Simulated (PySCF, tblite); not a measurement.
# C4HN3OS: geometry, infrared bands and NMR shifts

What infrared bands and NMR shifts should C4HN3OS (`N#Cc1snnc1C=O`) show?

Programs: tblite 0.8.0 and PySCF 2.14.0, with density-fitted response routines of our own. Each step states its level of theory. These are calculated values for one molecule in the gas phase, unless marked as measured. Atoms are numbered from 0 throughout.

**1. The starting structure**

10 atoms, charge 0, multiplicity 1; geometry from: force field or distance geometry start.

Bonds of the start (Å): N0–C1 1.17, C1–C2 1.48, C2–S3 1.77, S3–N4 1.81, N4–N5 1.28, N5–C6 1.30, C6–C7 1.48, C7–O8 1.25, C6–C2 1.37, C7–H9 1.09.

**2. Relaxing the molecule with GFN2-xTB**

What the job is given:

```
{"job": {"kind": "relax", "xc": "GFN2-xTB", "basis": "xTB"}, "charge": 0, "multiplicity": 1}
N     -1.991800     2.242800     0.433100
C     -1.005700     1.635500     0.305000
C      0.233800     0.844000     0.167500
S      1.871800     1.511500     0.287000
N      2.548500    -0.142200    -0.016900
N      1.555200    -0.935300    -0.184000
C      0.338700    -0.494200    -0.102000
C     -0.846400    -1.366100    -0.266900
O     -1.988900    -0.864700    -0.172800
H     -0.706200    -2.426800    -0.472600
```

The run is started by

```
$ OMP_NUM_THREADS=1 python probes_run.py task.json out
```

One launch serves the whole session: the jobs run in the order shown.

Standard output:

```text
step      E/eV     max force
  0    -680.98297    4.184
  1    -681.24672    4.331
  2    -681.42621    3.444
  3    -681.47603    2.919
  4    -681.55857    0.808
  5    -681.58199    0.435
  6    -681.59119    0.321
  7    -681.59745    0.205
  8    -681.60110    0.157
  9    -681.60301    0.142
 10    -681.60451    0.128
 11    -681.60667    0.162
 12    -681.61025    0.216
 13    -681.61489    0.251
 14    -681.61948    0.219
 15    -681.62306    0.170
 16    -681.62567    0.176
 17    -681.62742    0.128
 18    -681.62819    0.065
 19    -681.62848    0.042
 20    -681.62868    0.055
 21    -681.62889    0.048
 22    -681.62911    0.049
 23    -681.62932    0.045
 24    -681.62953    0.044
 25    -681.62972    0.047
 26    -681.62985    0.038
 27    -681.62989    0.021
 28    -681.62991    0.012
 29    -681.62993    0.011
 30    -681.62994    0.008
```

Wall time 0.17 s (1 thread of Arm Neoverse V1, shared host).

Relaxation path:

```tsv
step	energy from step 0 (eV)	largest force (eV/Å)
0	0.0000	4.1837
1	-0.2637	4.3310
2	-0.4432	3.4439
3	-0.4931	2.9195
4	-0.5756	0.8081
5	-0.5990	0.4351
6	-0.6082	0.3214
7	-0.6145	0.2052
8	-0.6181	0.1567
9	-0.6200	0.1416
10	-0.6215	0.1285
11	-0.6237	0.1625
12	-0.6273	0.2157
13	-0.6319	0.2511
14	-0.6365	0.2191
15	-0.6401	0.1704
16	-0.6427	0.1758
17	-0.6445	0.1280
18	-0.6452	0.0649
19	-0.6455	0.0421
20	-0.6457	0.0545
21	-0.6459	0.0475
22	-0.6461	0.0495
23	-0.6463	0.0451
24	-0.6466	0.0441
25	-0.6467	0.0475
26	-0.6469	0.0382
27	-0.6469	0.0210
28	-0.6469	0.0121
29	-0.6470	0.0114
30	-0.6470	0.0081
```

Close pairs (by a distance rule), those that changed most:

```tsv
bond	before (Å)	after (Å)	change (Å)
S3–N4	1.812	1.657	-0.155
C1–C2	1.477	1.397	-0.080
C2–S3	1.773	1.717	-0.056
C7–O8	1.251	1.200	-0.051
N5–C6	1.297	1.344	+0.047
N4–N5	1.282	1.250	-0.032
C2–C6	1.369	1.400	+0.031
N0–C1	1.165	1.146	-0.019
```

The final coordinates are the input of the step that follows.

**3. Infrared spectrum with GFN2-xTB**

What the job is given:

```
{"job": {"kind": "ir", "xc": "GFN2-xTB", "basis": "xTB"}, "charge": 0, "multiplicity": 1}
N     -1.823171     2.386195     0.455747
C     -0.921850     1.690836     0.323263
C      0.204393     0.879100     0.168258
S      1.818488     1.453001     0.281831
N      2.410008    -0.067149    -0.011534
N      1.527177    -0.935739    -0.180879
C      0.260782    -0.494396    -0.097394
C     -0.878268    -1.400365    -0.274582
O     -2.030173    -1.069120    -0.212768
H     -0.558505    -2.437708    -0.474470
```

Standard output:

```text
mode    cm-1     km/mol
  1      81.6      1.21
  2     101.4      0.24
  3     156.5     33.14
  4     194.9     18.21
  5     213.1      1.22
  6     410.2      0.05
  7     427.6      0.13
  8     483.4      0.46
  9     567.9      2.72
 10     573.6      0.50
 11     643.2      0.73
 12     643.5     31.77
 13     665.2     11.30
 14     836.4     95.87
 15     919.6      0.01
 16     972.3      3.50
 17    1187.7     17.50
 18    1292.7      1.83
 19    1365.1     25.29
 20    1401.6    169.99
 21    1434.4     92.26
 22    1756.2    273.56
 23    2355.9     99.20
 24    2819.8     62.12
```

It took 0.28 s on 1 thread of Arm Neoverse V1, shared host.

Which atoms move in the most intense modes:

```tsv
cm⁻¹	km/mol	atoms
156	33.1	N4 20 %, N0 18 %, C2 17 %, C7 11 %
644	31.8	S3 34 %, C7 34 %
836	95.9	N5 34 %, N4 33 %, C7 13 %
1402	170.0	N4 41 %, N5 31 %, C6 18 %
1434	92.3	C2 43 %, C6 34 %, N5 11 %
1756	273.6	C7 58 %, O8 40 %
2356	99.2	C1 60 %, N0 39 %
2820	62.1	H9 94 %
```

**4. NMR shieldings: PBE0/pcSseg-1**

Settings changed since step 3:

```diff
@@ -1,2 +1,2 @@
-{"job": {"kind": "ir", "xc": "GFN2-xTB", "basis": "xTB"}, "charge": 0, "multiplicity": 1}
+{"job": {"kind": "nmr", "xc": "PBE0", "basis": "pcSseg-1"}, "charge": 0, "multiplicity": 1}
 N     -1.823171     2.386195     0.455747
```

Method: GIAO PBE0/pcSseg-1 NMR shielding, non-relativistic, gas phase.

Standard output:

```text
coarse grid: 10864 points
cycle   1  E = -789.7340288786  dE =  2.070e+00  |g| = 8.941e-01  |ddm| = 3.820e+00
cycle   2  E = -787.0672885315  dE =  2.667e+00  |g| = 2.822e+00  |ddm| = 3.418e+00
cycle   3  E = -789.8279400617  dE = -2.761e+00  |g| = 5.444e-01  |ddm| = 3.020e+00
cycle   4  E = -789.8951181660  dE = -6.718e-02  |g| = 2.575e-01  |ddm| = 7.232e-01
cycle   5  E = -789.9047280700  dE = -9.610e-03  |g| = 1.686e-01  |ddm| = 3.214e-01
cycle   6  E = -789.9104484658  dE = -5.720e-03  |g| = 4.586e-02  |ddm| = 1.804e-01
cycle   7  E = -789.9108938374  dE = -4.454e-04  |g| = 1.436e-02  |ddm| = 5.569e-02
cycle   8  E = -789.9109361574  dE = -4.232e-05  |g| = 5.388e-03  |ddm| = 1.673e-02
cycle   9  E = -789.9109421352  dE = -5.978e-06  |g| = 2.298e-03  |ddm| = 8.338e-03
final grid: 106136 points
cycle  10  E = -789.9728402959  dE = -8.445e-06  |g| = 1.148e-02  |ddm| = 3.290e-02
cycle  11  E = -789.9727684671  dE =  7.183e-05  |g| = 2.251e-02  |ddm| = 2.904e-02
cycle  12  E = -789.9728648210  dE = -9.635e-05  |g| = 2.061e-03  |ddm| = 2.100e-02
cycle  13  E = -789.9728657730  dE = -9.519e-07  |g| = 4.425e-04  |ddm| = 2.409e-03
cycle  14  E = -789.9728658087  dE = -3.574e-08  |g| = 1.747e-04  |ddm| = 4.634e-04
cycle  15  E = -789.9728658155  dE = -6.762e-09  |g| = 7.142e-05  |ddm| = 2.664e-04
cycle  16  E = -789.9728658167  dE = -1.252e-09  |g| = 1.955e-05  |ddm| = 8.614e-05
cycle  17  E = -789.9728658168  dE = -6.230e-11  |g| = 1.278e-05  |ddm| = 2.997e-05
converged SCF energy = -789.9728658168

GIAO shielding tensors (ppm)
atom      isotropic    diamagn.    paramagn.     s11        s22        s33       span
  0 N     -102.746     340.275    -443.021   -242.684   -229.468    163.914    406.599
  1 C       72.713     257.485    -184.772    -40.237    -39.096    297.474    337.711
  2 C       45.214     262.950    -217.737    -66.577     58.104    144.114    210.691
  3 S      -93.560    1054.934   -1148.495   -516.095     92.335    143.079    659.173
  4 N     -203.945     319.956    -523.901   -559.081   -176.002    123.249    682.330
  5 N     -210.257     326.345    -536.602   -615.196   -178.366    162.791    777.987
  6 C       24.247     256.140    -231.893    -33.921     25.882     80.780    114.701
  7 C       -1.165     242.147    -243.312    -96.246     -1.636     94.386    190.632
  8 O     -378.550     399.694    -778.245  -1074.965   -461.212    400.526   1475.491
  9 H       20.773      26.143      -5.370     18.191     21.203     22.924      4.733
```

Run time: 21 s. Hardware: 1 thread of Arm Neoverse V1, shared host; peak memory 0.73 GiB.

Shifts follow as δ = σ(reference) − σ, with reference shieldings (ppm) from runs at the same level and on the same kind of geometry: ¹H TMS 31.72, ¹³C TMS 186.9, ¹⁵N NH3 267.7, ¹⁷O H2O 336.1, ³³S CS2 504. The references are single molecules in the gas phase, so shifts against H2O, NH3, PH3, H3PO4 or CFCl3 are not on the usual liquid scales and can be off by tens of ppm.

```tsv
atoms	environment	σ (ppm)	δ (ppm)	δ scaled to CDCl3
C7	aldehyde carbonyl carbon	-1.2	188.1	181.7
C6	substituted aromatic carbon next to a ring nitrogen	24.2	162.7	156.9
C2	substituted aromatic carbon next to the ring sulfur	45.2	141.7	132.0
C1	nitrile carbon	72.7	114.2	109.6
H9	hydrogen on an aldehyde carbonyl carbon	20.77	10.94	10.42
N5	pyridine-type nitrogen of an azole	-210.3	478.0	–
N4	pyridine-type nitrogen of an azole	-203.9	471.7	–
N0	nitrile nitrogen	-102.7	370.5	–
S3	aromatic ring sulfur	-94	597	–
O8	aldehyde oxygen	-378.6	714.6	–
```

The scaled column applies a straight-line fit of computed shieldings to shifts measured in CDCl3, with any fitted terms for Cl, Br or S neighbours (root-mean-square error 0.16 ppm for H, 1.9 ppm for C).

Charges from the same density, by scheme (e):

```tsv
atoms	Mulliken	IAO	Hirshfeld	ESP fit
N0	-0.19	-0.18	-0.17	-0.38
C1	0.19	0.14	0.07	0.38
C2	-0.49	-0.18	0.00	-0.22
S3	0.59	0.56	0.25	0.30
N4	-0.24	-0.27	-0.09	-0.13
N5	-0.21	-0.11	-0.08	-0.34
C6	0.21	0.02	0.03	0.47
C7	0.36	0.25	0.13	0.22
O8	-0.32	-0.36	-0.19	-0.36
```

Mayer bond orders: N0–C1 2.97, C1–C2 1.05, C2–S3 1.28, S3–N4 1.12, N4–N5 1.56, N5–C6 1.23, C6–C7 0.99, C7–O8 2.03, C6–C2 1.26.

Ring of atoms C2, S3, N4, N5, C6: NICS(0) -12.4, NICS(1) -13.1, NICS(1)zz -30.4 ppm (means of both faces).

**5. Summary of results**

```
                                 quantity                           value
strongest single infrared mode (GFN2-xTB)           1756 cm⁻¹, 274 km/mol
             zero-point energy (GFN2-xTB)                   30.7 kcal/mol
   ¹³C shifts against TMS (PBE0/pcSseg-1)  188.1, 162.7, 141.7, 114.2 ppm
    ¹H shifts against TMS (PBE0/pcSseg-1)                       10.94 ppm
   ¹⁵N shifts against NH3 (PBE0/pcSseg-1)         478.0, 471.7, 370.5 ppm
   ³³S shifts against CS2 (PBE0/pcSseg-1)                         597 ppm
   ¹⁷O shifts against H2O (PBE0/pcSseg-1)                       714.6 ppm
```

In words: Relaxing lowered the energy by 0.647 eV in 30 steps; the close pair that moved most is S3–N4, from 1.812 to 1.657 Å. No mode is imaginary among the 24: a minimum at this level. The strongest single mode, at 1756 cm⁻¹, moves mainly C7 and O8. Unscaled tight-binding wavenumbers are off by several per cent, some by more. Its intensities can rank the bands wrongly. C7 (aldehyde carbonyl carbon) lies farthest downfield among carbon, at 188.1 ppm; low-lying n→π* states of the double bond to the heteroatom give a large paramagnetic term (-243 ppm). At PBE0/pcSseg-1: Shielding is most anisotropic at O8 (span 1475 ppm, paramagnetic term -778 ppm). NICS(1)zz of -30 ppm above the planar ring from C2 marks a diatropic (aromatic) ring current.
